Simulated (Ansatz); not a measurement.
# Ga2H2 (singlet): PBE, r2SCAN, PBE0, B3LYP, wB97M-V, B2PLYP, RPA-PBE over vertical spin and charge gaps, cc-pVDZ

How well do these functionals follow the top wave-function level for Ga2H2 (singlet) over vertical spin and charge gaps?

Method: cc-pVDZ, all electrons in the functionals, frozen cores in the correlation of double hybrids and RPA; program: Ansatz 0.2.0, Gaussian basis.

The runs, in order: PBE, r2SCAN, PBE0, B3LYP, wB97M-V, B2PLYP, RPA-PBE, at charge 0, singlet; charge 0, triplet; charge 1, doublet.

4 further runs of the same task are left out: 4 set aside as unsound or not needed.

### 1 The geometry

The geometry is a PBE0/def2-TZVP stationary point (not a proven minimum). No spin-orbit coupling is included. The filled d shell of Ga may be among the frozen orbitals whatever the setting's name suggests; the logs give the count.

4 atoms, charge 0, spin multiplicity 1.

Atoms are counted from 1 here; the program's logs count them from 0.

Bond lengths: Ga1–H3 1.863 Å, Ga1–H4 1.863 Å, Ga2–H3 1.863 Å, Ga2–H4 1.863 Å. Angles: H3–Ga1–H4 72.1°, H3–Ga2–H4 72.1°, Ga1–H3–Ga2 107.9°, Ga1–H4–Ga2 107.9°.

No dispersion term is added; wB97M-V holds VV10 nonlocal correlation. B3LYP takes the VWN-RPA correlation.

The geometry shown and the zero of energy belong to the point charge 0, singlet. The yardstick, UCCSDTQ, and other wave-function levels (R restricted, U unrestricted, valence and pair active spaces) come from earlier runs.

### 2 PBE, charge 0, singlet

File in.yaml:

```yaml
crystal:
  periodic: [false, false, false]
  atoms:
    - {symbol: Ga, position_ang: [0.000000, 0.000001, 1.506303]}
    - {symbol: Ga, position_ang: [0.000000, -0.000001, -1.506303]}
    - {symbol: H, position_ang: [0.000000, 1.097066, -0.000042]}
    - {symbol: H, position_ang: [0.000000, -1.097066, 0.000042]}
basis:
  gaussian: {orbitals: cc-pVDZ}
magnetization: {spin_polarized: true, initial_magnetization: 0}
hamiltonian: {xc: {name: PBE}}
output: {orbitals: {seedname: orbitals}}
```

Launch:

```sh
$ ansatz run in.yaml --threads 1 --pin off --events-out ev --progress --plain --max-ram 3968MiB --backend cpu
```

Further steps of the session: PBE, charge 0, triplet; PBE, charge 1, doublet; r2SCAN, charge 0, singlet; r2SCAN, charge 0, triplet; r2SCAN, charge 1, doublet; PBE0, charge 0, singlet; PBE0, charge 0, triplet; PBE0, charge 1, doublet; B3LYP, charge 0, singlet; B3LYP, charge 0, triplet; B3LYP, charge 1, doublet; wB97M-V, charge 0, singlet; wB97M-V, charge 0, triplet; wB97M-V, charge 1, doublet; B2PLYP, charge 0, singlet; B2PLYP, charge 0, triplet; B2PLYP, charge 1, doublet; RPA-PBE, charge 0, singlet; RPA-PBE, charge 0, triplet; RPA-PBE, charge 1, doublet.

**Question.** What will the summary of the whole plan be? Wanted: singlet to triplet, UCCSDTQ; ionisation to the doublet cation, UCCSDTQ; largest miss, PBE; largest miss, r2SCAN; largest miss, PBE0; largest miss, B3LYP; largest miss, wB97M-V; largest miss, B2PLYP; largest miss, RPA-PBE.

The runs gave:

| quantity | value |
| --- | --- |
| singlet to triplet, UCCSDTQ | 1.346 eV |
| ionisation to the doublet cation, UCCSDTQ | 7.327 eV |
| largest miss, PBE | +0.106 eV (ionisation to the doublet cation) |
| largest miss, r2SCAN | +0.139 eV (ionisation to the doublet cation) |
| largest miss, PBE0 | +0.120 eV (ionisation to the doublet cation) |
| largest miss, B3LYP | +0.231 eV (ionisation to the doublet cation) |
| largest miss, wB97M-V | +0.396 eV (singlet to triplet) |
| largest miss, B2PLYP | +0.132 eV (singlet to triplet) |
| largest miss, RPA-PBE | +0.115 eV (ionisation to the doublet cation) |
| largest miss, RCCSD(T) | +0.041 eV (singlet to triplet) |
| largest miss, UCCSD(T) | +0.034 eV (singlet to triplet) |

In words: Of the functionals, PBE keep the smallest largest miss at the points compared (at most 0.106 eV) and wB97M-V strays most (0.396 eV, at singlet to triplet). Functionals and the yardstick converge differently with the basis, so part of each miss in cc-pVDZ is the basis.
